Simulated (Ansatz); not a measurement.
**CH₆Cl₂GaN: up Jacob's ladder to CCSD(T)**

An exercise on one series of results from a longer session: the logs are not shown, and one member is left open.

The runs use Ansatz 0.2.0, Gaussian basis; functionals in def2-TZVPP, the program's frozen cores in correlated methods.

Plan: LDA (SPW92), PBE-D4, revPBE-D4, BLYP-D4, r2SCAN-D4, B97M-V, PBE0-D4, B3LYP-D4, r2SCANh-D4, r2SCAN0-D4, HSE06-D4, BHLYP-D4, CAM-B3LYP-D4, LC-ωPBE, ωB97X-V, ωB97M-V, B2PLYP, PBE-QIDH; CCSD(T)/def2-SVP; CCSD(T)/def2-TZVPP; MP2/def2-QZVPP; extrapolation to the limit; RPA on PBE.

### The geometry

All runs share one geometry, relaxed beforehand with PBE0-D4 in a triple-zeta def2 set.

SMILES `[CH3][Ga-]([NH3+])([Cl])[Cl]`, 11 atoms, charge 0, spin multiplicity 1.

Atoms are counted from 1 here; the program's logs count them from 0.

Bond lengths: C1–Ga2 1.957 Å, C1–H6 1.091 Å, C1–H7 1.092 Å, C1–H8 1.092 Å, Ga2–N3 2.103 Å, Ga2–Cl4 2.187 Å, Ga2–Cl5 2.187 Å, N3–H9 1.016 Å, N3–H10 1.015 Å, N3–H11 1.014 Å. Angles: Ga2–C1–H6 109.6°, Ga2–C1–H7 110.9°, Ga2–C1–H8 110.9°, H6–C1–H7 108.1°, H6–C1–H8 108.1°, H7–C1–H8 109.2°, C1–Ga2–N3 109.1°, C1–Ga2–Cl4 119.1°, C1–Ga2–Cl5 119.1°, N3–Ga2–Cl4 95.4°, N3–Ga2–Cl5 95.4°, Cl4–Ga2–Cl5 112.4°, Ga2–N3–H9 105.7°, Ga2–N3–H10 112.8°, Ga2–N3–H11 112.9°, H9–N3–H10 108.0°, H9–N3–H11 108.0°, H10–N3–H11 109.2°.

The first run:

The input, in.yaml:

```yaml
crystal:
  periodic: [false, false, false]
  atoms:
    - {symbol: C, position_ang: [-1.648766, 0.261655, 0.572142]}
    - {symbol: Ga, position_ang: [-0.051103, 0.569210, -0.514756]}
    - {symbol: N, position_ang: [1.439146, -0.803918, 0.046104]}
    - {symbol: Cl, position_ang: [-0.073402, -0.000604, -2.625866]}
    - {symbol: Cl, position_ang: [1.161071, 2.351374, -0.144903]}
    - {symbol: H, position_ang: [-2.425817, 0.973831, 0.290129]}
    - {symbol: H, position_ang: [-2.039166, -0.745430, 0.414408]}
    - {symbol: H, position_ang: [-1.431024, 0.400816, 1.632700]}
    - {symbol: H, position_ang: [2.236261, -0.602562, -0.550066]}
    - {symbol: H, position_ang: [1.732593, -0.693031, 1.010894]}
    - {symbol: H, position_ang: [1.165607, -1.768243, -0.110287]}
basis:
  gaussian: {orbitals: def2-TZVPP}
hamiltonian: {xc: lda}
output: {orbitals: {seedname: orbitals}}
```

Launch:

```
$ ansatz run in.yaml --threads 4 --pin off --events-out ev --progress --plain --max-ram 11315MiB
```

Among the steps run: LDA; PBE-D4 (GGA); revPBE-D4 (GGA); BLYP-D4 (GGA); r2SCAN-D4 (meta-GGA); B97M-V (meta-GGA); B3LYP-D4 (hybrid); r2SCANh-D4 (hybrid); r2SCAN0-D4 (hybrid); HSE06-D4 (hybrid); BHLYP-D4 (hybrid); CAM-B3LYP-D4 (range-separated); LC-ωPBE (range-separated); ωB97X-V (range-separated); ωB97M-V (range-separated); B2PLYP (double hybrid); PBE-QIDH (double hybrid).

One of the session's tables, all rows but one given; the rest of the session is left out.

It belongs to the step «Frontier levels by functional». 

| functional | HOMO (eV) | gap (eV) |
| --- | --- | --- |
| LDA (SPW92) | -6.78 | 5.51 |
| PBE-D4 | ? | ? |
| revPBE-D4 | -6.57 | 5.49 |
| BLYP-D4 | -6.47 | 5.28 |
| r2SCAN-D4 | -6.95 | 6.48 |
| B97M-V | -7.02 | 6.06 |
| PBE0-D4 | -7.94 | 7.61 |
| B3LYP-D4 | -7.68 | 6.99 |
| r2SCANh-D4 | -7.43 | 7.21 |
| r2SCAN0-D4 | -8.15 | 8.29 |
| HSE06-D4 | -7.54 | 6.84 |
| BHLYP-D4 | -9.11 | 9.37 |
| CAM-B3LYP-D4 | -9.28 | 9.69 |
| LC-ωPBE | -10.66 | 12.42 |
| ωB97X-V | -10.29 | 11.82 |
| ωB97M-V | -10.14 | 11.22 |

Q: Estimate the row for PBE-D4 from the others.

The run gave: HOMO (eV): -6.63; gap (eV): 5.48. In the column «HOMO (eV)» it lies between LDA (SPW92) (-6.78) and revPBE-D4 (-6.57).
